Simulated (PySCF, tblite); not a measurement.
**C4H9GeNO: geometry, infrared bands and NMR shifts**

What infrared bands and NMR shifts should C4H9GeNO (`[NH2][Ge@@H]1[CH2]C=CO[CH2]1`) show?

Computed with tblite 0.8.0 and PySCF 2.14.0, with density-fitted response routines of our own, on a single molecule in the gas phase. Atoms are numbered from 0 throughout.

**1. The molecule as given**

16 atoms, charge 0, multiplicity 1; geometry from: force field or distance geometry start.

Bonds of the start (Å): N0–Ge1 1.87, Ge1–C2 1.92, C2–C3 1.52, C3–C4 1.34, C4–O5 1.40, O5–C6 1.42, C6–Ge1 1.92, N0–H7 1.05, N0–H8 1.04, Ge1–H9 1.56, C2–H10 1.11, C2–H11 1.11, C3–H12 1.08, C4–H13 1.09, C6–H14 1.12, C6–H15 1.11.

**2. Geometry optimisation with GFN2-xTB**

What the job is given:

```
{"job": {"kind": "relax", "xc": "GFN2-xTB", "basis": "xTB"}, "charge": 0, "multiplicity": 1}
N      2.124900    -0.471900    -0.876300
Ge     0.928700    -0.642300     0.545000
C     -0.767600    -1.303000    -0.063700
C     -1.563000    -0.221100    -0.783700
C     -1.389100     1.098900    -0.642700
O     -0.404300     1.719800     0.133900
C      0.359000     1.090300     1.158900
H      1.653300     0.147300    -1.575900
H      2.946100     0.059000    -0.516500
H      1.529800    -1.518000     1.692100
H     -1.364200    -1.656700     0.804900
H     -0.610700    -2.156600    -0.753500
H     -2.376300    -0.566600    -1.400500
H     -2.033200     1.747100    -1.228000
H     -0.278200     0.970700     2.067500
H      1.237300     1.712100     1.427200
```

Run with:

```bash
$ OMP_NUM_THREADS=1 python probes_run.py task.json out
```

One launch serves the whole session: the jobs run in the order shown.

**Question.** This job is followed by: GFN2-xTB harmonic vibrations, gas phase; GIAO PBE0/pcSseg-1 NMR shielding, non-relativistic, gas phase. Predict these results of the whole session: strongest single infrared mode (GFN2-xTB); zero-point energy (GFN2-xTB); 13C shifts against TMS (PBE0/pcSseg-1); 1H shifts against TMS (PBE0/pcSseg-1, means over atoms taken as alike); 15N shifts against NH3 (PBE0/pcSseg-1); 73Ge shifts against GeMe4 (PBE0/pcSseg-1); 17O shifts against H2O (PBE0/pcSseg-1).

**Answer**, as computed:

| quantity | value |
| --- | --- |
| strongest single infrared mode (GFN2-xTB) | 1917 cm⁻¹, 488 km/mol |
| zero-point energy (GFN2-xTB) | 75.9 kcal/mol |
| 13C shifts against TMS (PBE0/pcSseg-1) | 154.0, 104.2, 64.8, 10.9 ppm |
| 1H shifts against TMS (PBE0/pcSseg-1, means over atoms taken as alike) | 6.39, 4.83, 4.68, 4.08, 3.88, 1.78, 1.34, 0.09 ppm |
| 15N shifts against NH3 (PBE0/pcSseg-1) | 3.9 ppm |
| 73Ge shifts against GeMe4 (PBE0/pcSseg-1) | -52 ppm |
| 17O shifts against H2O (PBE0/pcSseg-1) | 93.5 ppm |

What this shows: The optimisation took 71 steps and gained 0.455 eV; among the close pairs (by a distance rule), Ge1–C6 changed most, from 1.924 to 2.005 Å. All 42 modes are real, so the xTB geometry is a minimum. The strongest single mode, at 1917 cm⁻¹, moves mainly H9. Unscaled tight-binding wavenumbers are off by several per cent, some by more. Its intensities can rank the bands wrongly. C4 (alkene carbon bearing oxygen) lies farthest downfield among carbon, at 154.0 ppm; an sp2 carbon further deshielded by the attached heteroatom. The most deshielded hydrogen is H13 (hydrogen on an alkene carbon bearing oxygen), at 6.39 ppm: attached to an sp2 carbon and in the plane of the double bond. At PBE0/pcSseg-1: The widest tensor belongs to Ge1: span 324 ppm, with a paramagnetic part of -1373 ppm. Spin-orbit coupling is left out, which matters for shieldings and couplings at and beside the heavy atoms.
